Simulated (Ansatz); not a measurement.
# GeH₄NO+ (SMILES [NH2][GeH+][OH]): single points off equilibrium

An exercise on one series of results from a longer session: the logs are not shown, and one member is left open.

The runs use Ansatz 0.2.0, Gaussian basis; single points in def2-TZVPP.

Correlated methods freeze the cores. Filled d shells of the heavier atoms are correlated.

**The system as given**

SMILES `[NH2][GeH+][OH]`, 7 atoms, charge 1, spin multiplicity 1.

Atoms are counted from 1 here; the program's logs count them from 0.

Bond lengths: N1–Ge2 1.732 Å, N1–H4 0.993 Å, N1–H5 1.101 Å, Ge2–O3 1.700 Å, Ge2–H6 1.487 Å, O3–H7 0.926 Å. Angles: Ge2–N1–H4 129.0°, Ge2–N1–H5 122.7°, H4–N1–H5 105.1°, N1–Ge2–O3 120.6°, N1–Ge2–H6 127.0°, O3–Ge2–H6 112.4°, Ge2–O3–H7 133.0°.

Coordinates:

```xyz
7
charge 1, multiplicity 1
N    -1.1769   -0.2404    0.1984
Ge    0.5061    0.0619    0.4713
O     1.5216    0.5175   -0.8131
H    -1.8336   -0.6935    0.7894
H    -1.6164   -0.2902   -0.8101
H     1.2380   -0.0500    1.7611
H     1.3715    0.6681   -1.7143
```

The first run:

run/in.yaml

```yaml
crystal:
  periodic: [false, false, false]
  atoms:
    - {symbol: N, position_ang: [-1.176900, -0.240400, 0.198400]}
    - {symbol: Ge, position_ang: [0.506100, 0.061900, 0.471300]}
    - {symbol: O, position_ang: [1.521600, 0.517500, -0.813100]}
    - {symbol: H, position_ang: [-1.833600, -0.693500, 0.789400]}
    - {symbol: H, position_ang: [-1.616400, -0.290200, -0.810100]}
    - {symbol: H, position_ang: [1.238000, -0.050000, 1.761100]}
    - {symbol: H, position_ang: [1.371500, 0.668100, -1.714300]}
basis:
  gaussian: {orbitals: def2-TZVPP}
total_charge: 1
correlation: {method: ccsd_t}
output: {forces: true}
```

No record of the launch command was kept for these runs.

Among the steps run: CCSD(T)/def2-TZVPP; PBE0-D4/def2-TZVPP; wB97M-V/def2-TZVPP; r2SCAN-D4/def2-TZVPP; PBE-D4/def2-TZVPP; LC-wPBE/def2-TZVPP; r2SCAN0-D4/def2-TZVPP.

One table of the session follows, with a row left open; its other results are not shown here.

| method | RMS force component (eV/Å) | angle to CCSD(T) forces (°) |
| --- | --- | --- |
| CCSD(T) | 1.320 | reference |
| PBE0-D4 | 1.332 | 2.5 |
| wB97M-V | 1.320 | 1.9 |
| r2SCAN-D4 | 1.326 | 1.3 |
| PBE-D4 | 1.359 | 9.0 |
| LC-wPBE | ? | ? |
| r2SCAN0-D4 | 1.327 | 6.5 |

Estimate the missing values for LC-wPBE.

The run gave: RMS force component (eV/Å): 1.350; angle to CCSD(T) forces (°): 6.4. In the column «RMS force component (eV/Å)» it lies between PBE0-D4 (1.332) and PBE-D4 (1.359).
